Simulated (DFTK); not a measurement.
# MnCo (Pm-3m) in DFTK: reference runs

How does MnCo come out in PBEsol? The cell is run as given.

Everything below comes from runs of DFTK 0.8.2. Logs are shortened: lines on timing, memory, paths and dates and some standing lists are left out, and cuts for length are marked.

### 1 The structure

It takes space group Pm-3m (No. 221, cubic). The conventional cell has a = 2.854 Å, b = 2.854 Å, c = 2.854 Å, α = 90.00°, β = 90.00°, γ = 90.00°. Co (site symmetry m-3m) has 8 Mn at 2.47 Å as nearest neighbours. Mn (site symmetry m-3m) has 8 Co at 2.47 Å as nearest neighbours.

The cell comes from a database or a generator and needn't be the stable form of this composition.

### 2 Single point, PBEsol, collinear spin, ferromagnetic start

run.jl reads:

```julia
using DFTK
using PseudoPotentialData
using Unitful, UnitfulAtomic
using LinearAlgebra, Printf
include("save.jl")
disable_threading()

# lattice vectors are the columns
lattice = austrip(1u"Å") * [        2.8536            0.0            0.0;
                      0.0         2.8536            0.0;
                      0.0            0.0         2.8536]
symbols   = [:Co, :Mn]
positions = [[0.5, 0.5, 0.5],
             [0.0, 0.0, 0.0]]
pseudopotentials = PseudoFamily("dojo.nc.sr.pbesol.v0_4_1.standard.upf")
elements = Dict(s => ElementPsp(s, pseudopotentials) for s in unique(symbols))
atoms    = [elements[s] for s in symbols]
magnetic_moments = [2.0, 4.0]

build_model(lattice, positions; symmetries=true) =
    model_DFT(lattice, atoms, positions;
              functionals=PBEsol(),
              magnetic_moments,
              spin_polarization=:collinear,
              temperature=austrip(0.05u"eV"),
              smearing=Smearing.FermiDirac(),
              symmetries)
Ecut  = 48.0  # hartree
kgrid = [9, 9, 9]
tol   = 1e-6
to_GPa = ustrip(uconvert(u"GPa", 1u"hartree/bohr^3"))

model = build_model(lattice, positions)
basis = PlaneWaveBasis(model; Ecut, kgrid)
display(basis)
scfres = self_consistent_field(basis;
                               tol,
                               ρ=guess_density(basis, magnetic_moments),
                               nbandsalg=AdaptiveBands(model; n_bands_converge=24))
display(scfres.energies)
@printf "Fermi level: %.6f eV\n" ustrip(auconvert(u"eV", something(scfres.εF, NaN)))
forces = compute_forces_cart(scfres)
println("Forces (eV/Å)")
for (s, f) in zip(symbols, forces)
    @printf "%-3s %12.6f %12.6f %12.6f\n" s ustrip.(auconvert.(u"eV/Å", f))...
end
stress = compute_stresses_cart(scfres)
println("Stress (GPa)")
display(round.(stress * to_GPa; digits=4))
@printf "Total moment: %.4f μB\n" sum(spin_density(scfres.ρ)) * scfres.basis.dvol
println("Levels at the first k-point (eV): ", round.(ustrip.(auconvert.(u"eV", scfres.eigenvalues[1][1:scfres.n_bands_converge])); digits=4))
save_scf!(scfres; forces, stress)
```

Potentials or basis: dojo.nc.sr.pbesol.v0_4_1.standard.upf (PBEsol).

Started as:

```bash
$ julia --threads=1 run.jl  # save.jl only writes the numbers to a file and isn't shown; printed stress counts tension as positive; times include loading and compiling
```

Output:

```text
PlaneWaveBasis discretization:

    Ecut                 : 48.0 Ha
    fft_size             : (36, 36, 36), 46656 total points
    kgrid                : MonkhorstPack([9, 9, 9])
    num.   red. kpoints  : 729
    num. irred. kpoints  : 35

    Discretized Model(gga_x_pbe_sol+gga_c_pbe_sol, 3D):
        lattice (in Bohr)    : [5.39252   , 0         , 0         ]
                               [0         , 5.39252   , 0         ]
                               [0         , 0         , 5.39252   ]
        unit cell volume     : 156.81 Bohr³

        atoms                : CoMn
        pseudopot. family    : PseudoFamily("dojo.nc.sr.pbesol.v0_4_1.standard.upf")

        num. electrons       : 32
        spin polarization    : collinear
        temperature          : 0.0018375 Ha
        smearing             : DFTK.Smearing.FermiDirac()

        terms                : Kinetic()
                               AtomicLocal()
                               AtomicNonlocal()
                               Ewald(nothing)
                               PspCorrection()
                               Hartree()
                               Xc(gga_x_pbe_sol, gga_c_pbe_sol)
                               Entropy()
n     Energy            log10(ΔE)   log10(Δρ)   Magnet   |Magn|   Diag   Δtime
---   ---------------   ---------   ---------   ------   ------   ----   ------
  1   -261.5460164218                   -0.40    4.054    4.088    4.6    27.3s
  2   -261.6004929518       -1.26       -0.89    4.010    4.081    1.3    10.3s
  3   -261.6115749069       -1.96       -1.42    4.013    4.117    2.7    13.8s
  4   -261.6124199151       -3.07       -1.67    4.022    4.137    1.2    11.6s
  5   -261.6126863202       -3.57       -2.09    4.028    4.150    1.4    10.7s
  6   -261.6127053002       -4.72       -2.67    4.029    4.153    1.9    12.7s
  7   -261.6127078505       -5.59       -3.25    4.028    4.151    1.9    11.7s
  8   -261.6127079241       -7.13       -3.67    4.028    4.151    2.2    13.0s
  9   -261.6127079305       -8.19       -4.09    4.028    4.151    1.9    11.9s
 10   -261.6127079346       -8.39       -4.68    4.028    4.151    2.1    11.9s
 11   -261.6127079348       -9.69       -5.09    4.028    4.151    2.5    13.0s
 12   -261.6127079348      -10.41       -5.78    4.028    4.151    1.9    12.7s
 13   -261.6127079348      -11.94       -6.23    4.028    4.151    2.8    14.9s
Energy breakdown (in Ha):
    Kinetic             115.6664266
    AtomicLocal         -202.5715610
    AtomicNonlocal      -26.1659194
    Ewald               -173.1432979
    PspCorrection       7.1461949
    Hartree             63.4064374
    Xc                  -45.9504802
    Entropy             -0.0005083

    total               -261.612707934822
Fermi level: 11.924071 eV
Forces (eV/Å)
Co      0.000000     0.000000     0.000000
Mn      0.000000     0.000000     0.000000
Stress (GPa)
3×3 StaticArraysCore.SMatrix{3, 3, Float64, 9} with indices SOneTo(3)×SOneTo(3):
  9.1156   0.0      0.0
 -0.0      9.1156  -0.0
  0.0     -0.0      9.1156
Total moment: 4.0281 μB
Levels at the first k-point (eV): [-83.281, -68.101, -46.7115, -46.7115, -46.7115, -37.004, -37.004, -37.004, 3.3725, 7.1487, 7.1487, 9.75, 9.75, 9.75, 10.9249, 10.9249, 12.1923, 12.1923, 12.1923, 21.4114, 21.4114, 21.4114, 27.2524, 27.2524]
```

Run time: 5.5 min. Hardware: 1 thread of Intel Xeon Platinum 8259CL at 2.50GHz (Skylake/Cascade Lake), shared host; peak memory 1.9 GiB.

Results:

```yaml
Free_energy: -7118.8444 eV
Pressure: -9.1 GPa
Band_gap_on_the_k_mesh: none (metal or under the smearing width)
Net_moment: 4.03 μB per cell
Absolute_moment: 4.15 μB per cell
Site_moments: Co +1.16; Mn +2.86 μB
```

Levels at points of the mesh, in eV from the Fermi level:
Spin up:
```tsv
k point	band 14	band 15	band 16	band 17	band 18	band 19	band 20	band 21	band 22	band 23
(0.00, 0.00, 0.00)	-2.17	-1.00	-1.00	0.27	0.27	0.27	9.49	9.49	9.49	15.33
```
Spin down:
```
           k point  band 10  band 11  band 12  band 13  band 14  band 15  band 16  band 17  band 18  band 19
(0.00, 0.00, 0.00)    -3.10    -3.10    -0.80    -0.80    -0.80     1.57     1.57     2.57     2.57     2.57
```
